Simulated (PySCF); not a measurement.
# CH8GeSi: the cost of one run

The runs use PySCF 2.14.0, with density-fitted response routines of our own; the level of theory stands in each step. All values are computed, except where a source is named. Atoms count from 0, in the outputs and in this text.

### 1 Starting geometry

11 atoms, charge 0, multiplicity 1; geometry from: GFN2-xTB. The atoms were then displaced at random by about 0.01 Å, so the start is not that level's minimum.

Bonds of the start (Å): Si0–C1 1.90, C1–Ge2 1.98, Si0–H3 1.47, Si0–H4 1.49, Si0–H5 1.47, C1–H6 1.09, C1–H7 1.09, Ge2–H8 1.48, Ge2–H9 1.51, Ge2–H10 1.49.

### 2 Geometry optimisation at PBE0-D3(BJ)/def2-SVP

What the job is given:

```
{"job": {"xc": "PBE0", "basis": "def2-SVP", "d3": "d3bj", "grid": 1, "shake": 0.01, "kind": "geom"}, "charge": 0, "multiplicity": 1}
Si     1.517420     0.648350     0.009210
C      0.247870    -0.761060    -0.137100
Ge    -1.631820    -0.184840     0.064340
H      2.881570     0.134180    -0.170620
H      1.222830     1.657090    -1.050670
H      1.376130     1.304390     1.322150
H      0.483310    -1.512050     0.622160
H      0.379360    -1.240690    -1.108030
H     -2.009340     0.821310    -0.948950
H     -1.856870     0.447990     1.416580
H     -2.572350    -1.340490    -0.034750
```

Command:

```console
$ OMP_NUM_THREADS=1 python probes_run.py task.json out
```

This one command runs all jobs of the session in turn.

Q: Estimate the wall time and peak memory of this first job on 1 thread of Arm Neoverse V1, shared host.

About 19 s, with a peak of 0.41 GiB.
